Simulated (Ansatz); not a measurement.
A nudged elastic band was laid between two geometries of a periodic cell of 17 atoms, CuSi₁₆ (host Si, host structure diamond, interstitial Cu), cell charge +1.

Theory: DFT PBEsol, scalar-relativistic, plane waves, PAW in Ansatz. Settings: PAW set soft_1, cutoff 420 eV, k mesh 2x2x2, fermi-dirac smearing 0.02 eV, no spin polarisation.

| Item | Value |
| --- | --- |
| movable images | 5 |
| climbing image | yes |
| spring | 5.0 eV/Å² |
| optimiser | quadratic models (default) |
| start path | IDPP |
| force threshold | 0.05 eV/Å |
| iteration limit | 60 |
| end points | relaxed |

Image 0:

```xyz
17
Lattice="0.0000 5.4300 5.4300 5.4300 0.0000 5.4300 5.4300 5.4300 0.0000" Properties=species:S:1:pos:R:3
Si 0.148 0.146 -0.156
Si 1.357 1.363 1.423
Si 2.762 2.767 0.006
Si 4.228 4.233 1.198
Si 2.654 -0.067 2.773
Si 3.995 1.366 4.074
Si 5.415 2.768 2.668
Si 6.712 4.037 4.144
Si -0.071 2.658 2.772
Si 1.369 3.997 4.067
Si 2.766 5.416 2.665
Si 4.031 6.718 4.142
Si 2.661 2.663 5.512
Si 4.013 4.018 6.856
Si 5.363 5.369 5.501
Si 6.716 6.720 6.834
Cu 2.896 2.877 2.534
```

Image 6:

```xyz
17
Lattice="0.0000 5.4300 5.4300 5.4300 0.0000 5.4300 5.4300 5.4300 0.0000" Properties=species:S:1:pos:R:3
Si -0.132 0.131 -0.097
Si 1.307 1.348 1.279
Si 2.781 2.647 -0.118
Si 4.080 4.120 1.277
Si 2.645 0.037 2.671
Si 3.963 1.465 3.971
Si 5.391 2.782 2.670
Si 6.820 4.037 4.032
Si -0.094 2.696 2.757
Si 1.277 4.151 4.089
Si 2.734 5.521 2.756
Si 4.222 6.636 4.155
Si 2.646 2.782 5.398
Si 4.007 4.052 6.814
Si 5.542 5.316 5.559
Si 6.806 6.850 6.814
Cu 1.685 3.744 1.647
```

(1) Which bonds break or form, and what moves?

(2) What energy profile does the band end with?

(3) What is the geometry of the highest image?

Results:

(1) Contacts lost: Si6–Cu17, Si7–Cu17. Contacts made: Si9–Cu17, Si15–Cu17. The atom that moves furthest is Cu17, by 1.73 Å; four of its nearest neighbours are Si4 2.32, Si6 2.42, Si2 2.43, Si10 2.44 Å at the first end and Si11 2.34, Si9 2.34, Si3 2.35, Si4 2.45 Å at the last.

(2) The run converged. The highest image is number 4 of 0 to 6, 0.012 eV above the first end and 0.023 eV above the last; the last end lies 0.011 eV below the first. A structure lower than the first end lies on the path between it and the top, so the climb from that side starts below the end, which may itself be a saddle point or a shallow side well. By the program's own check the climbing image is of a kind that is not told: the force calls were inconclusive, a negative curvature could not be distinguished from the path's own, the only one lies far off the path, or fixed occupations may fill a level only in part (lowest curvatures found: -0.19 and 0.13 eV/Å²). Limits of this set-up: PAW files made for another functional, a small cell, in which the defect meets its images, charged cell in a uniform background, uncorrected.

```json
{"image": "0", "path coordinate (Å)": "0.00", "energy (eV)": "0.000", "Si6–Cu17 (Å)": "2.42", "Si7–Cu17 (Å)": "2.52", "Si9–Cu17 (Å)": "2.98"}
{"image": "1", "path coordinate (Å)": "0.33", "energy (eV)": "0.002", "Si6–Cu17 (Å)": "2.52", "Si7–Cu17 (Å)": "2.74", "Si9–Cu17 (Å)": "2.74"}
{"image": "2", "path coordinate (Å)": "0.66", "energy (eV)": "-0.009", "Si6–Cu17 (Å)": "2.66", "Si7–Cu17 (Å)": "3.01", "Si9–Cu17 (Å)": "2.54"}
{"image": "3", "path coordinate (Å)": "0.99", "energy (eV)": "0.001", "Si6–Cu17 (Å)": "2.93", "Si7–Cu17 (Å)": "3.25", "Si9–Cu17 (Å)": "2.44"}
{"image": "4", "path coordinate (Å)": "1.33", "energy (eV)": "0.012", "Si6–Cu17 (Å)": "3.27", "Si7–Cu17 (Å)": "3.50", "Si9–Cu17 (Å)": "2.36"}
{"image": "5", "path coordinate (Å)": "1.65", "energy (eV)": "0.003", "Si6–Cu17 (Å)": "3.62", "Si7–Cu17 (Å)": "3.74", "Si9–Cu17 (Å)": "2.34"}
{"image": "6", "path coordinate (Å)": "1.97", "energy (eV)": "-0.011", "Si6–Cu17 (Å)": "3.97", "Si7–Cu17 (Å)": "3.96", "Si9–Cu17 (Å)": "2.34"}
```

(3) 
```xyz
17
Lattice="0.0000 5.4300 5.4300 5.4300 0.0000 5.4300 5.4300 5.4300 0.0000" Properties=species:S:1:pos:R:3:forces:R:3
Si -0.145 0.180 -0.151 -0.01 -0.01 0.02
Si 1.296 1.307 1.294 -0.01 0.01 0.00
Si 2.779 2.684 -0.089 -0.01 -0.02 -0.01
Si 4.139 4.136 1.266 0.03 0.00 -0.01
Si 2.650 -0.017 2.648 0.01 0.00 0.00
Si 3.919 1.492 3.916 -0.01 0.00 0.01
Si 5.422 2.783 2.660 0.00 0.01 -0.01
Si 6.815 4.032 4.055 0.00 -0.01 0.00
Si -0.094 2.673 2.783 0.02 0.01 0.01
Si 1.268 4.134 4.141 -0.01 0.00 -0.03
Si 2.754 5.502 2.743 -0.03 0.00 0.04
Si 4.187 6.633 4.195 -0.02 0.01 -0.01
Si 2.663 2.783 5.422 0.01 0.00 0.00
Si 4.059 4.028 6.818 -0.01 0.00 0.00
Si 5.555 5.323 5.556 0.00 0.00 0.01
Si 6.827 6.829 6.824 0.00 0.00 0.00
Cu 2.031 3.391 2.042 0.03 0.00 -0.02
```

Run time: 8.4 min on 1 thread of Arm Neoverse V1, with other jobs on the host, peak memory 0.93 GiB.
